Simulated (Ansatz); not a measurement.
## ClF₂GeO, SMILES [O][Ge]([F])([F])[Cl]: a ladder of methods at one geometry, step by step

Program: Ansatz 0.2.0 through its Python package.

Interactive session:
```pycon
>>> from pathlib import Path
>>> import ansatz as az
>>> from ase import Atoms
>>> import numpy as np
>>> config = {
...     "basis_set": "def2-SVP",
... }
>>> atoms = Atoms(["O", "Ge", "F", "F", "Cl"], positions=[
...     (1.0851, -0.8595, 1.2479),
...     (-0.0377, -0.084, 0.004),
...     (-1.7278, -0.1229, 0.5592),
...     (0.1692, -0.9734, -1.4992),
...     (0.5611, 1.9662, -0.3533),
... ])
>>> mol = az.Crystal.molecule_from_ase(atoms)
>>> calc = (
...     mol.calculation()
...     .basis(gaussian=config["basis_set"])
...     .spin("collinear", total=1)
... )
>>> print("functional    E (Ha)        dipole (D)   HOMO (eV)  LUMO (eV)")
functional    E (Ha)        dipole (D)   HOMO (eV)  LUMO (eV)
>>> for name in ["b3lyp", "cam_b3lyp", "r2scan0", "revpbe", "pbe", "lda"]:
...     report = calc.functional(name).forces().orbitals().run(runs_dir="runs").report
...     lines = Path(report["orbitals_path"]).read_text().splitlines()
...     field_of = lambda key: [line.split("=")[1].strip() for line in lines if line.startswith(key)]
...     orbitals = [(27.211386 * float(e), s, float(n)) for e, s, n in zip(field_of("Ene="), field_of("Spin="), field_of("Occup="))]
...     homo = max(e for e, _, n in orbitals if n > 0.5)
...     lumo = min(e for e, _, n in orbitals if n < 0.5)
...     dipole = 4.803205 * np.linalg.norm(report["charge_distribution"]["dipole_moment_e_ang"])
...     print(f"{name:10s} {report['free_energy_ev'] / 27.211386246:14.6f} {dipole:9.3f} {homo:11.3f} {lumo:10.3f}")
...
b3lyp        -2811.580603     0.818      -9.625     -5.976
cam_b3lyp    -2811.590301     0.777     -11.440     -4.257
r2scan0      -2811.314235     0.750     -10.386     -5.014
revpbe       -2811.193702     0.759      -7.924     -7.085
pbe          -2810.766276     0.828      -7.957     -7.238
lda          -2805.075052     1.099      -7.951     -7.877
```

Reading the output:
- Total energies depend on the basis set; only differences at equal settings carry meaning.
- The geometry is a force-field or estimated start, not a minimum of this method, and the basis set is short of its limit. A lower total doesn't mark the better method: functionals have no common bound, and MP2 and coupled cluster aren't variational.
- The species is open-shell (spin multiplicity 2).
- b3lyp holds the VWN-RPA fit, as in Gaussian; the form of ORCA and Turbomole is b3lyp5.
- Levels such as HOMO and LUMO are orbital energies: with these approximate functionals they aren't the ionisation energy and electron affinity, and their gap isn't the fundamental gap.
- Run time: 2.7 min on 1 thread of Arm Neoverse V2, on a shared host, peak memory 0.46 GiB.
